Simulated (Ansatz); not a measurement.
# CH3BClNO: up Jacob's ladder to CCSD(T)

One table from this session's results is given with a row withheld; the runs are named, their logs left out.

Computed with Ansatz 0.2.0, Gaussian basis. Level: functionals in def2-TZVPP, the program's frozen cores in correlated methods.

The runs, in order: LDA (SPW92), PBE-D4, revPBE-D4, BLYP-D4, r2SCAN-D4, B97M-V, PBE0-D4, B3LYP-D4, r2SCANh-D4, r2SCAN0-D4, HSE06-D4, BHLYP-D4, CAM-B3LYP-D4, LC-ωPBE, ωB97X-V, ωB97M-V, B2PLYP, PBE-QIDH; CCSD(T)/def2-SVP; CCSD(T)/def2-TZVPP; MP2/def2-QZVPP; extrapolation to the limit; RPA on PBE.

## Structure used throughout

All runs share one geometry, relaxed beforehand with PBE0-D4 in a triple-zeta def2 set.

SMILES `ClB1NCO1`, 8 atoms, charge 0, spin multiplicity 1.

Atoms are counted from 1 here; the program's logs count them from 0.

Bond lengths: Cl1–B2 1.738 Å, B2–N3 1.407 Å, B2–O5 1.389 Å, N3–C4 1.449 Å, N3–H6 1.001 Å, C4–O5 1.439 Å, C4–H7 1.094 Å, C4–H8 1.094 Å. Angles: Cl1–B2–N3 135.3°, Cl1–B2–O5 128.6°, N3–B2–O5 96.1°, B2–N3–C4 85.3°, B2–N3–H6 141.0°, C4–N3–H6 128.7°, N3–C4–O5 92.1°, N3–C4–H7 115.2°, N3–C4–H8 114.9°, O5–C4–H7 111.0°, O5–C4–H8 110.9°, H7–C4–H8 111.2°, B2–O5–C4 86.3°.

Set-up of the first run:

File in.yaml:

```yaml
crystal:
  periodic: [false, false, false]
  atoms:
    - {symbol: Cl, position_ang: [-2.102105, 0.921811, 1.540101]}
    - {symbol: B, position_ang: [-0.848467, 0.266086, 0.531350]}
    - {symbol: N, position_ang: [0.558197, 0.284089, 0.544916]}
    - {symbol: C, position_ang: [0.460809, -0.460557, -0.694647]}
    - {symbol: O, position_ang: [-0.975458, -0.503361, -0.618083]}
    - {symbol: H, position_ang: [1.325978, 0.825173, 0.890548]}
    - {symbol: H, position_ang: [0.788979, 0.078030, -1.588102]}
    - {symbol: H, position_ang: [0.884166, -1.468271, -0.661783]}
basis:
  gaussian: {orbitals: def2-TZVPP}
hamiltonian: {xc: lda}
output: {orbitals: {seedname: orbitals}}
```

Started as:

```sh
ansatz run in.yaml --threads 2 --pin off --events-out ev --progress --plain --max-ram 4352MiB
```

Among the steps run: LDA; PBE-D4 (GGA); revPBE-D4 (GGA); BLYP-D4 (GGA); r2SCAN-D4 (meta-GGA); B97M-V (meta-GGA); PBE0-D4 (hybrid); B3LYP-D4 (hybrid); r2SCANh-D4 (hybrid); r2SCAN0-D4 (hybrid); HSE06-D4 (hybrid); BHLYP-D4 (hybrid); CAM-B3LYP-D4 (range-separated); LC-ωPBE (range-separated); ωB97X-V (range-separated); ωB97M-V (range-separated); B2PLYP (double hybrid); PBE-QIDH (double hybrid).

One of the session's tables, all rows but one given; the rest of the session is left out.

It belongs to the step «Frontier levels by functional». 

| functional | HOMO (eV) | LUMO (eV) | gap (eV) |
| --- | --- | --- | --- |
| LDA (SPW92) | -6.70 | -0.25 | 6.45 |
| PBE-D4 | -6.52 | 0.01 | 6.52 |
| revPBE-D4 | -6.45 | 0.11 | 6.56 |
| BLYP-D4 | -6.39 | 0.13 | 6.52 |
| r2SCAN-D4 | -6.81 | 0.38 | 7.19 |
| B97M-V | -6.89 | 0.41 | 7.30 |
| PBE0-D4 | -7.95 | 0.94 | 8.89 |
| B3LYP-D4 | ? | ? | ? |
| r2SCANh-D4 | -7.35 | 0.72 | 8.07 |
| r2SCAN0-D4 | -8.16 | 1.23 | 9.38 |
| HSE06-D4 | -7.55 | 0.58 | 8.13 |
| BHLYP-D4 | -9.28 | 1.46 | 10.75 |
| CAM-B3LYP-D4 | -9.38 | 1.62 | 11.00 |
| LC-ωPBE | -10.79 | 2.88 | 13.67 |
| ωB97X-V | -10.40 | 2.70 | 13.10 |
| ωB97M-V | -10.29 | 2.17 | 12.45 |

Q: Estimate the row for B3LYP-D4 from the others.

Worked estimate for «HOMO (eV)». Against the share of exact exchange, BLYP-D4 (0, -6.39), BHLYP-D4 (0.5, -9.28) give a slope of -5.78 per unit share; at 0.2 the line stands at -7.55.

**Answer.** HOMO (eV): -7.70; LUMO (eV): 0.60; gap (eV): 8.30. In «HOMO (eV)» the line misses by +0.15.
